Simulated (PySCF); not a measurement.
**A diatomic session: InO−**

The task here is to estimate one member of a computed series from the others.

Method: In def2-SVPD with ECP28, O def2-SVPD, scalar-relativistic core potentials; program: PySCF 2.14.0.

2 further runs of the same task are left out: 2 set aside as unsound or not needed.

The first run:

The job is set up so:

```json
{
  "atoms": "In, O",
  "charge": "-1",
  "basis": "In def2-SVPD with ECP28, O def2-SVPD",
  "Hamiltonian": "scalar-relativistic core potentials",
  "basis functions": "55",
  "electrons treated": "30",
  "masses in u": "114.9039, 15.9949",
  "levels": "PBE0, PBE, r²SCAN, B3LYP, revPBE, B2PLYP, LC-ωPBE, MP2, SCS-MP2, CCSD, CCSD(T)",
  "grid": "80 radial by 434 angular points",
  "occupations": "held fixed by the projection of orbital angular momentum",
  "dissociation limit": "In + O−, each in its ground configuration",
  "starting distance in angstrom": "2.090",
  "values of 2S to try": "0, 2"
}
```

The run is started by

```
OMP_NUM_THREADS=1 python dia.py task.json out
```

Among the steps run: Set-up; First curve: PBE0; PBE; r²SCAN (meta-GGA); B3LYP (global hybrid GGA); revPBE (GGA); B2PLYP; LC-ωPBE; MP2 and coupled cluster.

One table of the session follows, with a row left open; its other results are not shown here.

| level | Re (Å) | ωe (cm⁻¹) | De (eV) |
| --- | --- | --- | --- |
| RHF-MP2 | 1.982 | 622 | 4.90 |
| RHF-SCS-MP2 | 1.978 | 629 | 4.58 |
| RHF-CCSD | 1.952 | 672 | 3.95 |
| RHF-CCSD(T) | 1.974 | 630 | 4.30 |
| PBE | 1.973 | 623 | 4.45 |
| revPBE | 1.982 | 613 | 4.17 |
| r²SCAN | 1.947 | 664 | 4.28 |
| B3LYP | 1.956 | 654 | 3.98 |
| PBE0 | 1.940 | 676 | 4.03 |
| LC-ωPBE | 1.917 | 716 | 3.95 |
| B2PLYP | ? | ? | ? |

Q: Estimate the row for B2PLYP from the others.

The run gave: Re (Å): 1.976; ωe (cm⁻¹): 618; De (eV): 4.40. In the column «Re (Å)» it lies between RHF-CCSD(T) (1.974) and RHF-SCS-MP2 (1.978).

De is counted to In + O− in their ground configurations.
